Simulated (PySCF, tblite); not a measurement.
# C₂H₈NOSi radical: geometry, infrared bands and EPR parameters

What infrared bands and EPR parameters should C₂H₈NOSi radical (`CN(C)[SiH]O`) show?

Programs: tblite 0.8.0 and PySCF 2.14.0, with density-fitted response routines of our own. Each step states its level of theory. These are calculated values for one molecule in the gas phase, unless marked as measured. Atoms are numbered from 0 throughout.

## (1) Starting geometry

13 atoms, charge 0, multiplicity 2; geometry from: force field or distance geometry start.

Bonds of the start (Å): C0–N1 1.46, N1–C2 1.43, N1–Si3 1.74, Si3–O4 1.66, C0–H5 1.11, C0–H6 1.12, C0–H7 1.10, C2–H8 1.11, C2–H9 1.13, C2–H10 1.11, Si3–H11 1.43, O4–H12 0.98.

## (2) Relaxing the molecule with GFN2-xTB

What the job is given:

```
{"job": {"kind": "relax", "xc": "GFN2-xTB", "basis": "xTB"}, "charge": 0, "multiplicity": 2}
C     -0.883600    -1.208600     0.161800
N     -0.128400    -0.001200     0.482300
C     -0.950200     1.130400     0.187500
Si     1.369800    -0.120700    -0.395500
O      2.676800     0.766700     0.103400
H     -1.978200    -1.049900     0.234500
H     -0.648700    -1.386400    -0.920300
H     -0.491000    -2.005900     0.814900
H     -1.884200     0.797200    -0.313700
H     -1.285100     1.598900     1.154400
H     -0.461700     1.875900    -0.471400
H      1.339700    -0.666500    -1.715500
H      3.320400     0.270600     0.659900
```

On the command line:

```console
> OMP_NUM_THREADS=1 python probes_run.py task.json out
```

The driver reads the jobs from task.json and runs them one after another.

**Question.** This job is followed by: GFN2-xTB harmonic vibrations, gas phase; UKS B3LYP, pcH-1 on C H N O Si, non-relativistic, mean-field spin-orbit, GIAO. Predict these results of the whole session: strongest single infrared mode (GFN2-xTB); zero-point energy (GFN2-xTB); g(iso) (B3LYP); ⟨S²⟩; largest a(iso) (averaged by class); potential on the surface of density 0.002 e/bohr³, 1st and 99th percentile.

The runs gave:

| quantity | value |
| --- | --- |
| strongest single infrared mode (GFN2-xTB) | 2203 cm⁻¹, 314 km/mol |
| zero-point energy (GFN2-xTB) | 63.8 kcal/mol |
| g(iso) (B3LYP) | 2.00229 |
| ⟨S²⟩ | 0.752 (exact 0.75) |
| largest a(iso) (averaged by class) | 29Si on Si3, -566.9 MHz |
| potential on the surface of density 0.002 e/bohr³, 1st and 99th percentile | -1.19 V and 2.29 V |

What this shows: The optimisation took 127 steps and gained 1.210 eV; among the close pairs (by a distance rule), Si3–H11 changed most, from 1.429 to 1.465 Å. All 33 modes are real, so the xTB geometry is a minimum. The strongest single mode, at 2203 cm⁻¹, moves mainly H11. Unscaled tight-binding wavenumbers are off by several per cent, some by more. Its intensities can rank the bands wrongly. Most of the unpaired spin sits on Si3 (0.67 e). The isotropic g lies 0.0 ppt below the free-electron value. These values are for one conformer; the search (at its own cheap level) found 1 more, at 0.07 kcal/mol, and measured spectra average over such forms.
